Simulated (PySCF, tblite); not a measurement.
# C26H22O4: electronic excitations, NMR shifts

Aim: compute the electronic excitations, NMR shifts of C26H22O4 (`c1ccc2c(-c3c(OC[C@H]4CO4)ccc4ccccc34)c(OC[C@H]3CO3)ccc2c1`).

Programs: tblite 0.8.0 and PySCF 2.14.0, with routines of our own; each step states its level. All values are computed. Atoms count from 0.

## 1. The system as given

52 atoms, charge 0, multiplicity 1; geometry from: force field, distance geometry or constructed start.

## 2. Optimising the geometry with GFN2-xTB

The job: settings as JSON, then the geometry in Å.

```
{"job": {"kind": "relax", "xc": "GFN2-xTB", "basis": "xTB"}, "charge": 0, "multiplicity": 1}
C     -2.007400    -2.305900     3.394800
C     -2.621200    -1.903100     2.206600
C     -1.830800    -1.437700     1.157300
C     -0.426900    -1.336900     1.244800
C      0.406900    -0.851600     0.201500
C     -0.178000    -0.362400    -1.083000
C     -0.651500     0.966700    -1.166400
O     -0.531400     1.778500    -0.057600
C     -1.798200     2.275100     0.383500
C     -1.700800     2.555200     1.848500
C     -1.197200     3.876900     2.358000
O     -2.598600     3.560600     2.331700
C     -1.178100     1.472300    -2.345600
C     -1.269300     0.647200    -3.470800
C     -0.841400    -0.679700    -3.420700
C     -0.957300    -1.498900    -4.553300
C     -0.531500    -2.825200    -4.539000
C      0.014300    -3.361100    -3.381200
C      0.138200    -2.557900    -2.238100
C     -0.278300    -1.207200    -2.222900
C      1.806100    -0.806200     0.389000
O      2.590600    -0.391900    -0.662400
C      3.543800     0.638600    -0.339200
C      2.867000     1.960300    -0.247400
C      2.474600     2.556800     1.081700
O      3.653900     2.978200     0.396400
C      2.380300    -1.272600     1.569600
C      1.565600    -1.732500     2.604900
C      0.173900    -1.768000     2.460800
C     -0.624500    -2.239000     3.521500
H     -2.611800    -2.672100     4.220700
H     -3.700000    -1.961300     2.106200
H     -2.348400    -1.143300     0.239300
H     -2.035100     3.191000    -0.168300
H     -2.603000     1.548800     0.219200
H     -1.549900     1.669200     2.442100
H     -0.708000     3.899100     3.322300
H     -0.828700     4.612700     1.648500
H     -1.494400     2.502500    -2.421000
H     -1.690300     1.062900    -4.385200
H     -1.379700    -1.104900    -5.475700
H     -0.622000    -3.448900    -5.425900
H      0.355500    -4.390100    -3.359600
H      0.578100    -3.010800    -1.353100
H      4.241600     0.669800    -1.181800
H      4.135600     0.397000     0.537600
H      2.317800     2.235100    -1.133600
H      1.633800     3.238700     1.102200
H      2.594400     1.958000     1.976100
H      3.458800    -1.309500     1.699500
H      2.034900    -2.089900     3.524100
H     -0.163000    -2.565200     4.450100
```

On the command line:

```
OMP_NUM_THREADS=2 python large_run.py task.json out
```

One launch serves the whole session: the jobs run in the order shown.

Standard output:

```text
step      E/eV     max force
  0   -2260.95730    2.533
  1   -2261.26797    1.047
  2   -2261.33167    0.341
  3   -2261.36473    0.313
  4   -2261.39779    0.296
  5   -2261.40837    0.193
  6   -2261.41712    0.161
  7   -2261.42473    0.169
  8   -2261.43153    0.166
  9   -2261.43659    0.147
 10   -2261.44093    0.121
 11   -2261.44444    0.133
 12   -2261.44747    0.099
 13   -2261.44896    0.084
 14   -2261.45145    0.065
 15   -2261.45264    0.069
 16   -2261.45480    0.072
 17   -2261.45652    0.077
 18   -2261.45826    0.081
 19   -2261.45996    0.094
 20   -2261.46202    0.081
 21   -2261.46415    0.078
 22   -2261.46620    0.072
 23   -2261.46835    0.075
 24   -2261.47095    0.097
 25   -2261.47373    0.110
 26   -2261.47585    0.076
 27   -2261.47709    0.055
 28   -2261.47802    0.066
 29   -2261.47909    0.054
 30   -2261.48026    0.072
 31   -2261.48130    0.055
 32   -2261.48224    0.068
 33   -2261.48328    0.065
 34   -2261.48456    0.064
 35   -2261.48597    0.071
 36   -2261.48730    0.058
 37   -2261.48861    0.068
 38   -2261.48999    0.068
 39   -2261.49134    0.061
 40   -2261.49242    0.045
 41   -2261.49322    0.048
 42   -2261.49396    0.046
 43   -2261.49481    0.058
 44   -2261.49577    0.055
 45   -2261.49674    0.054
 46   -2261.49764    0.057
 47   -2261.49853    0.060
 48   -2261.49956    0.057
 49   -2261.50080    0.063
 50   -2261.50225    0.077
 51   -2261.50382    0.075
 52   -2261.50554    0.074
 53   -2261.50747    0.078
 54   -2261.50959    0.089
 55   -2261.51155    0.076
 56   -2261.51300    0.053
 57   -2261.51404    0.045
 58   -2261.51497    0.055
 59   -2261.51588    0.066
 60   -2261.51685    0.072
 61   -2261.51782    0.055
 62   -2261.51890    0.071
 63   -2261.51950    0.061
 64   -2261.52041    0.044
 65   -2261.52106    0.040
 66   -2261.52176    0.062
 67   -2261.52252    0.073
 68   -2261.52333    0.056
 69   -2261.52396    0.043
 70   -2261.52441    0.032
 71   -2261.52479    0.048
 72   -2261.52520    0.050
 73   -2261.52566    0.040
 74   -2261.52614    0.042
 75   -2261.52663    0.043
 76   -2261.52713    0.040
 77   -2261.52772    0.053
 78   -2261.52842    0.058
 79   -2261.52925    0.054
 80   -2261.53012    0.057
 81   -2261.53094    0.049
 82   -2261.53161    0.047
 83   -2261.53217    0.038
 84   -2261.53266    0.031
 85   -2261.53310    0.029
 86   -2261.53352    0.031
 87   -2261.53390    0.033
 88   -2261.53427    0.038
 89   -2261.53465    0.041
 90   -2261.53504    0.036
 91   -2261.53549    0.042
 92   -2261.53593    0.040
 93   -2261.53646    0.035
 94   -2261.53704    0.037
 95   -2261.53765    0.041
 96   -2261.53815    0.039
 97   -2261.53851    0.030
 98   -2261.53877    0.023
 99   -2261.53900    0.026
100   -2261.53920    0.026
101   -2261.53936    0.025
102   -2261.53951    0.016
```

Wall time 6.5 s (2 threads of Arm Neoverse N1, shared host); peak memory 0.19 GiB.

Relaxation path:

```csv
step,energy from step 0 (eV),largest force (eV/Å)
0,0.0000,2.5326
1,-0.3107,1.0466
2,-0.3744,0.3404
3,-0.4074,0.3126
4,-0.4405,0.2963
5,-0.4511,0.1931
6,-0.4598,0.1612
7,-0.4674,0.1689
8,-0.4742,0.1659
16,-0.4975,0.0716
24,-0.5136,0.0980
32,-0.5249,0.0670
40,-0.5351,0.0453
48,-0.5423,0.0569
57,-0.5567,0.0453
65,-0.5638,0.0406
73,-0.5684,0.0397
81,-0.5736,0.0488
89,-0.5774,0.0412
98,-0.5815,0.0225
99,-0.5817,0.0262
100,-0.5819,0.0265
101,-0.5821,0.0252
102,-0.5822,0.0160
```

Distances of close pairs at the start and the end, largest changes first:

```csv
bond,before (Å),after (Å),change (Å)
C23–C24,1.509,1.464,-0.045
C23–O25,1.439,1.395,-0.043
C9–C10,1.503,1.464,-0.039
C9–O11,1.432,1.393,-0.039
C10–O11,1.437,1.400,-0.037
C17–C18,1.403,1.366,-0.037
C4–C20,1.412,1.379,-0.034
C26–C27,1.395,1.364,-0.031
```

The final coordinates are the input of the step that follows.

## 3. Electronic excitations: TDDFT PBE0/def2-SVP

The job: settings as JSON, then the geometry in Å.

```
{"job": {"kind": "uv", "basis": "def2-SVP", "grid": 1, "kgrid": 0, "vcut": 1.5, "nstates": 6, "ntriplets": 2, "tda": false, "delta": ["ip_vertical"], "pop": true, "xc": "PBE0"}, "charge": 0, "multiplicity": 1}
C     -2.013083    -2.204620     3.406188
C     -2.601933    -1.866393     2.177852
C     -1.826918    -1.465399     1.125588
C     -0.423958    -1.377369     1.250990
C      0.399700    -0.933877     0.186438
C     -0.207893    -0.452636    -1.075077
C     -0.789194     0.802999    -1.075092
O     -0.712981     1.500925     0.105147
C     -1.631584     2.543705     0.336413
C     -1.689878     2.741464     1.837971
C     -1.104577     3.911404     2.495351
O     -2.487369     3.774395     2.324559
C     -1.386860     1.308389    -2.242052
C     -1.416058     0.550905    -3.380557
C     -0.841748    -0.733780    -3.418006
C     -0.881322    -1.539553    -4.575948
C     -0.319912    -2.784871    -4.579776
C      0.313197    -3.277605    -3.426597
C      0.366336    -2.524818    -2.288142
C     -0.210584    -1.236855    -2.249189
C      1.767843    -0.887315     0.349097
O      2.538720    -0.505337    -0.731916
C      3.427220     0.569138    -0.520769
C      2.665910     1.855098    -0.260716
C      2.322975     2.259074     1.104242
O      3.339617     2.894015     0.382266
C      2.354664    -1.275780     1.568554
C      1.574675    -1.685540     2.610426
C      0.171530    -1.742380     2.486319
C     -0.655400    -2.150828     3.553579
H     -2.640845    -2.513590     4.229195
H     -3.675362    -1.928591     2.069631
H     -2.279455    -1.215265     0.177441
H     -1.318694     3.473712    -0.159705
H     -2.632486     2.271082    -0.025140
H     -1.738121     1.805275     2.390837
H     -0.748671     3.830895     3.516173
H     -0.636905     4.685030     1.896559
H     -1.819108     2.297236    -2.243194
H     -1.885811     0.939201    -4.272462
H     -1.368164    -1.152095    -5.460028
H     -0.359395    -3.399412    -5.467645
H      0.756006    -4.262952    -3.446628
H      0.852140    -2.900582    -1.400318
H      4.004433     0.650462    -1.445757
H      4.118245     0.383492     0.311266
H      2.001235     2.154466    -1.068014
H      1.425696     2.838268     1.283164
H      2.648187     1.646879     1.937290
H      3.429961    -1.253185     1.667939
H      2.027638    -1.977713     3.546747
H     -0.192744    -2.421685     4.492452
```

With the program's defaults for keys left out, this is: TDDFT PBE0/def2-SVP, vertical, gas phase, core orbitals frozen in the response, virtual orbitals cut by energy.

Standard output:

```text
start: PBE on a coarse grid of 43072 points
cycle   1  E = -1301.6436325176  dE =  4.929e+00  |g| = 1.211e+00  |ddm| = 1.010e+01
cycle   2  E = -1300.9781222297  dE =  6.655e-01  |g| = 2.179e+00  |ddm| = 4.700e+00
cycle   3  E = -1301.9441361865  dE = -9.660e-01  |g| = 4.133e-01  |ddm| = 3.283e+00
cycle   4  E = -1301.9814978671  dE = -3.736e-02  |g| = 1.293e-01  |ddm| = 6.736e-01
cycle   5  E = -1301.9839706524  dE = -2.473e-03  |g| = 8.754e-02  |ddm| = 3.142e-01
cycle   6  E = -1301.9859847397  dE = -2.014e-03  |g| = 2.006e-02  |ddm| = 1.453e-01
cycle   7  E = -1301.9860198151  dE = -3.508e-05  |g| = 1.623e-02  |ddm| = 4.568e-02
cycle   8  E = -1301.9860916460  dE = -7.183e-05  |g| = 3.283e-03  |ddm| = 2.790e-02
final grid: 187208 points
cycle   9  E = -1302.3831831249  dE = -1.413e-02  |g| = 8.596e-02  |ddm| = 1.795e+00
cycle  10  E = -1302.3818631346  dE =  1.320e-03  |g| = 1.215e-01  |ddm| = 2.430e-01
cycle  11  E = -1302.3848204352  dE = -2.957e-03  |g| = 1.512e-02  |ddm| = 1.482e-01
cycle  12  E = -1302.3848648572  dE = -4.442e-05  |g| = 5.511e-03  |ddm| = 2.433e-02
cycle  13  E = -1302.3848687074  dE = -3.850e-06  |g| = 2.823e-03  |ddm| = 1.108e-02
cycle  14  E = -1302.3848721245  dE = -3.417e-06  |g| = 6.262e-04  |ddm| = 5.436e-03
cycle  15  E = -1302.3848727825  dE = -6.580e-07  |g| = 2.752e-04  |ddm| = 1.253e-03
cycle  16  E = -1302.3848740530  dE = -1.270e-06  |g| = 4.789e-05  |ddm| = 4.669e-04
converged SCF energy = -1302.3848740530
Vertical ionisation energy (delta-SCF) = 7.2186 eV   <S^2> = 0.759

Static polarisability (au): isotropic 285.139, principal 251.605 267.099 336.713

Singlet excitations
state   eV       nm        f      main configurations
  1   3.9349    315.1   0.09293   H->L 0.92
  2   4.1193    301.0   0.02797   H->L+1 0.64, H-1->L 0.30
  3   4.2795    289.7   0.00933   H-1->L 0.55, H->L+1 0.24
  4   4.3914    282.3   0.03731   H-1->L+1 0.73, H->L+2 0.09
  5   4.5727    271.1   0.04358   H->L+2 0.23, H-3->L 0.19, H-1->L+1 0.17
  6   4.6016    269.4   0.00190   H->L+3 0.21, H-2->L 0.21, H-1->L+2 0.16

Triplet excitations (Tamm-Dancoff, eV): 2.8589 2.9690
```

It took 8.4 min on 2 threads of Arm Neoverse N1, shared host; peak memory 1.6 GiB.

Frontier orbitals and where they lie:

```csv
orbital,eV,atoms
HOMO−4,-7.68,"O25 48 %, O21 6 %, C23 5 %"
HOMO−3,-6.95,"C26 21 %, C1 16 %, C28 16 %"
HOMO−2,-6.92,"C12 22 %, C17 18 %, C14 17 %"
HOMO−1,-6.29,"C4 14 %, C2 12 %, C29 9 %"
HOMO,-5.99,"C5 15 %, C18 10 %, C13 10 %"
LUMO,-1.29,"C27 10 %, C13 10 %, C4 8 %"
LUMO+1,-1.09,"C13 9 %, C15 9 %, C18 8 %"
LUMO+2,-0.35,"C0 14 %, C20 14 %, C3 14 %"
LUMO+3,-0.13,"C19 15 %, C16 13 %, C6 13 %"
```

With each of the 6 states as a Gaussian band of 0.4 eV half-width at 1/e, the curve within the window shown has maxima at 302 nm (ε 6,000) L/(mol cm). Beyond the last state computed it falls off for lack of states. The curve at chosen wavelengths:

(nm, ε (L/mol/cm)): (253, 1307), (258, 1985), (262, 2581), (267, 3325), (272, 4005), (277, 4585), (281, 4972), (286, 5366), (291, 5667), (295, 5837), (300, 5947), (305, 5923), (310, 5748), (314, 5500), (319, 5069), (324, 4533), (329, 3936), (333, 3443), (338, 2841), (343, 2283), (347, 1883), (352, 1450), (357, 1093), (362, 808), (366, 626), (371, 449)

Ground-state properties from the same run:

| property | computed |
| --- | --- |
| dipole moment (D) | 0.59 |
| polarisability (Å³) | 42.25 |
| HOMO–LUMO gap (eV) | 4.70 |
| −ε(HOMO) (eV) | 5.99 |

## 4. NMR shifts: GIAO KT3/pcSseg-1

Settings changed since step 3:

```diff
@@ -1,2 +1,2 @@
-{"job": {"kind": "uv", "basis": "def2-SVP", "grid": 1, "kgrid": 0, "vcut": 1.5, "nstates": 6, "ntriplets": 2, "tda": false, "delta": ["ip_vertical"], "pop": true, "xc": "PBE0"}, "charge": 0, "multiplicity": 1}
+{"job": {"kind": "nmr", "xc": "KT3", "basis": "pcSseg-1", "pop": false}, "charge": 0, "multiplicity": 1}
 C     -2.013083    -2.204620     3.406188
```

With the program's defaults for keys left out, this is: GIAO KT3/pcSseg-1 NMR shielding, non-relativistic, gas phase.

Standard output:

```text
start: PBE on a coarse grid of 43072 points
cycle   1  E = -1302.4324111377  dE =  5.168e+00  |g| = 1.270e+00  |ddm| = 8.096e+00
cycle   2  E = -1301.7562627465  dE =  6.761e-01  |g| = 2.243e+00  |ddm| = 4.432e+00
cycle   3  E = -1302.7438927870  dE = -9.876e-01  |g| = 4.423e-01  |ddm| = 3.197e+00
cycle   4  E = -1302.7845640141  dE = -4.067e-02  |g| = 1.265e-01  |ddm| = 6.181e-01
cycle   5  E = -1302.7868636336  dE = -2.300e-03  |g| = 8.604e-02  |ddm| = 2.737e-01
cycle   6  E = -1302.7887579253  dE = -1.894e-03  |g| = 1.965e-02  |ddm| = 1.264e-01
cycle   7  E = -1302.7887881143  dE = -3.019e-05  |g| = 1.574e-02  |ddm| = 3.861e-02
cycle   8  E = -1302.7888563752  dE = -6.826e-05  |g| = 3.299e-03  |ddm| = 2.484e-02
final grid: 396284 points
cycle   9  E = -1325.2427873167  dE = -6.369e-02  |g| = 2.355e-01  |ddm| = 1.501e+00
cycle  10  E = -1325.2095260010  dE =  3.326e-02  |g| = 4.819e-01  |ddm| = 7.209e-01
cycle  11  E = -1325.2521357287  dE = -4.261e-02  |g| = 3.217e-02  |ddm| = 5.240e-01
cycle  12  E = -1325.2522750910  dE = -1.394e-04  |g| = 2.199e-02  |ddm| = 6.953e-02
cycle  13  E = -1325.2523987840  dE = -1.237e-04  |g| = 7.112e-03  |ddm| = 3.821e-02
cycle  14  E = -1325.2524113011  dE = -1.252e-05  |g| = 2.432e-03  |ddm| = 1.142e-02
cycle  15  E = -1325.2524129873  dE = -1.686e-06  |g| = 8.352e-04  |ddm| = 4.066e-03
cycle  16  E = -1325.2524122639  dE =  7.234e-07  |g| = 2.371e-04  |ddm| = 1.311e-03
cycle  17  E = -1325.2524130906  dE = -8.267e-07  |g| = 7.722e-05  |ddm| = 4.172e-04
converged SCF energy = -1325.2524130906

GIAO shielding tensors (ppm)
atom      isotropic    diamagn.    paramagn.     s11        s22        s33       span
  0 C       65.977     254.100    -188.123    -30.390     56.653    171.668    202.058
  1 C       64.503     253.834    -189.331    -35.305     56.803    172.012    207.318
  2 C       64.893     254.257    -189.364    -30.746     55.732    169.691    200.437
  3 C       57.923     252.234    -194.311     -6.465     -2.369    182.603    189.068
  4 C       62.103     268.099    -205.996     -9.978     50.165    146.122    156.100
  5 C       66.951     268.777    -201.826      2.746     51.522    146.585    143.839
  6 C       34.519     255.055    -220.536    -32.326     27.257    108.626    140.952
  7 O      208.135     415.270    -207.135    132.329    241.406    250.671    118.342
  8 C      113.292     247.633    -134.341     87.826     99.861    152.190     64.363
  9 C      135.568     244.737    -109.169     81.215    144.649    180.840     99.626
 10 C      137.736     258.079    -120.343     98.151    139.879    175.178     77.027
 11 O      317.855     398.196     -80.341    168.224    377.301    408.040    239.817
 12 C       79.329     261.110    -181.781     -3.290     67.594    173.683    176.973
 13 C       61.355     252.702    -191.348    -26.572     54.799    155.836    182.408
 14 C       63.343     255.929    -192.585     -1.314      1.783    189.561    190.875
 15 C       63.165     240.392    -177.226    -27.184     58.103    158.578    185.762
 16 C       66.415     252.867    -186.452    -29.485     57.631    171.098    200.583
 17 C       64.238     251.951    -187.714    -35.098     56.313    171.498    206.596
 18 C       64.173     251.287    -187.114    -31.134     55.355    168.297    199.431
 19 C       58.225     248.038    -189.813     -5.665     -1.844    182.186    187.851
 20 C       33.231     259.555    -226.324    -42.077     32.412    109.360    151.437
 21 O      216.828     409.899    -193.070    137.610    217.669    295.206    157.596
 22 C      108.414     246.033    -137.618     76.671     99.098    149.474     72.802
 23 C      136.083     256.415    -120.331     80.377    147.396    180.477    100.100
 24 C      137.435     255.122    -117.687     90.078    145.848    176.378     86.300
 25 O      314.321     400.439     -86.118    173.027    362.388    407.549    234.522
 26 C       72.842     260.520    -187.678    -12.747     57.148    174.127    186.874
 27 C       61.954     252.716    -190.762    -25.690     55.927    155.625    181.315
 28 C       62.217     256.607    -194.390     -4.825      1.727    189.748    194.573
 29 C       62.890     244.281    -181.390    -27.520     57.332    158.859    186.379
 30 H       24.327      28.684      -4.357     20.159     26.275     26.547      6.389
 31 H       24.434      32.572      -8.139     20.044     24.445     28.812      8.769
 32 H       24.550      39.817     -15.268     18.730     21.164     33.755     15.025
 33 H       28.131      33.246      -5.115     23.365     28.346     32.682      9.317
 34 H       27.488      33.277      -5.789     22.824     27.722     31.918      9.094
 35 H       29.792      34.677      -4.885     20.903     29.975     38.497     17.594
 36 H       29.430      30.449      -1.019     25.620     26.337     36.334     10.714
 37 H       29.681      31.098      -1.417     26.650     27.156     35.235      8.585
 38 H       24.633      34.913     -10.279     19.264     24.898     29.737     10.473
 39 H       23.828      34.496     -10.668     18.894     25.171     27.420      8.526
 40 H       23.939      30.969      -7.030     19.170     24.786     27.860      8.689
 41 H       24.320      26.684      -2.364     20.000     26.213     26.746      6.746
 42 H       24.374      30.759      -6.386     19.681     24.653     28.787      9.106
 43 H       24.206      38.780     -14.574     17.422     21.533     33.662     16.241
 44 H       27.189      29.142      -1.953     22.953     26.095     32.519      9.566
 45 H       27.886      31.889      -4.003     22.896     27.957     32.805      9.908
 46 H       29.375      37.375      -7.999     22.883     29.140     36.103     13.220
 47 H       29.550      37.598      -8.048     23.227     27.946     37.478     14.251
 48 H       29.972      35.039      -5.067     25.425     28.742     35.748     10.323
 49 H       24.232      34.584     -10.352     20.112     23.952     28.631      8.519
 50 H       23.911      34.988     -11.077     19.322     25.390     27.021      7.699
 51 H       23.956      32.561      -8.606     19.340     24.866     27.661      8.321
```

Run time: 2.1 min. Hardware: 2 threads of Arm Neoverse N1, shared host; peak memory 1.3 GiB.

The references, computed at this level on geometries of the same kind, shield at (ppm): $^{1}$H TMS 31.76, $^{13}$C TMS 184.7, $^{17}$O H2O 330.8. Their shielding less the atom's gives the shift. The references are single molecules in the gas phase, so shifts against H2O, NH3, PH3, H3PO4 or CFCl3 are not on the usual liquid scales and can be off by tens of ppm. Atoms listed in one row are averaged.

| atoms | environment | σ (ppm) | δ (ppm) |
| --- | --- | --- | --- |
| C6, C20 | aromatic carbon bearing oxygen | 33.9 | 150.8 |
| C3, C19 | ring-fusion aromatic carbon | 58.1 | 126.6 |
| C13, C27 | aromatic CH | 61.7 | 123.1 |
| C14, C28 | ring-fusion aromatic carbon | 62.8 | 121.9 |
| C15, C29 | aromatic CH | 63.0 | 121.7 |
| C1, C17 | aromatic CH | 64.4 | 120.4 |
| C4, C5 | substituted aromatic carbon | 64.5 | 120.2 |
| C2, C18 | aromatic CH | 64.5 | 120.2 |
| C0, C16 | aromatic CH | 66.2 | 118.5 |
| C12, C26 | aromatic CH | 76.1 | 108.6 |
| C8, C22 | sp3 CH2 bonded to O | 110.9 | 73.9 |
| C9, C23 | epoxide ring carbon | 135.8 | 48.9 |
| C10, C24 | epoxide ring carbon | 137.6 | 47.1 |
| H39, H50 | hydrogen on an aromatic CH | 23.87 | 7.89 |
| H40, H51 | hydrogen on an aromatic CH | 23.95 | 7.81 |
| H30, H41 | hydrogen on an aromatic CH | 24.32 | 7.44 |
| H32, H43 | hydrogen on an aromatic CH | 24.38 | 7.38 |
| H31, H42 | hydrogen on an aromatic CH | 24.40 | 7.36 |
| H38, H49 | hydrogen on an aromatic CH | 24.43 | 7.33 |
| H34, H44 | hydrogen on an sp3 CH2 bonded to O | 27.34 | 4.42 |
| H33, H45 | hydrogen on an sp3 CH2 bonded to O | 28.01 | 3.75 |
| H36, H47 | hydrogen on an epoxide ring carbon | 29.49 | 2.27 |
| H35, H46 | hydrogen on an epoxide ring carbon | 29.58 | 2.18 |
| H37, H48 | hydrogen on an epoxide ring carbon | 29.83 | 1.93 |
| O7, O21 | ether oxygen | 212.5 | 118.3 |
| O11, O25 | ether oxygen | 316.1 | 14.7 |

Ring of atoms C0, C1, C2, C3, C28, C29: NICS(0) -8.4, NICS(1) -10.9, NICS(1)zz -28.0 ppm (means of both faces).

Ring of atoms C3, C4, C20, C26, C27, C28: NICS(0) -8.6, NICS(1) -10.0, NICS(1)zz -26.6 ppm (means of both faces).

Ring of atoms C9, C10, O11: NICS(0) -45.9, NICS(1) -6.1, NICS(1)zz -20.4 ppm (means of both faces).

In rings of three or four atoms NICS is ruled by the nearby σ bonds, so it says little on aromaticity.

## 5. Outcome

| quantity | value |
| --- | --- |
| lowest singlet (PBE0/def2-SVP) | 3.93 eV (315 nm), f = 0.093 |
| lowest triplet | 2.86 eV |
| $^{13}$C shifts against TMS (KT3/pcSseg-1, means over atoms taken as alike) | 150.8, 126.6, 123.1, 121.9, 121.7, 120.4, 120.2, 120.2, 118.5, 108.6, 73.9, 48.9, 47.1 ppm |
| $^{1}$H shifts against TMS (KT3/pcSseg-1, means over atoms taken as alike) | 7.89, 7.81, 7.44, 7.38, 7.36, 7.33, 4.42, 3.75, 2.27, 2.18, 1.93 ppm |
| $^{17}$O shifts against H2O (KT3/pcSseg-1, means over atoms taken as alike) | 118.3, 14.7 ppm |

In words: The first singlet state (HOMO→LUMO 0.92) lies at 3.93 eV and is bright. The lowest triplet lies 1.08 eV below the lowest singlet (triplets in Tamm-Dancoff, singlets in full TDDFT). At KT3/pcSseg-1: The widest tensor belongs to O11, O25: span 237 ppm, with a paramagnetic part of -83 ppm. NICS(1)zz of -28 ppm above the planar ring from C0 marks a diatropic (aromatic) ring current. NICS(1)zz of -27 ppm above the planar ring from C3 marks a diatropic (aromatic) ring current.
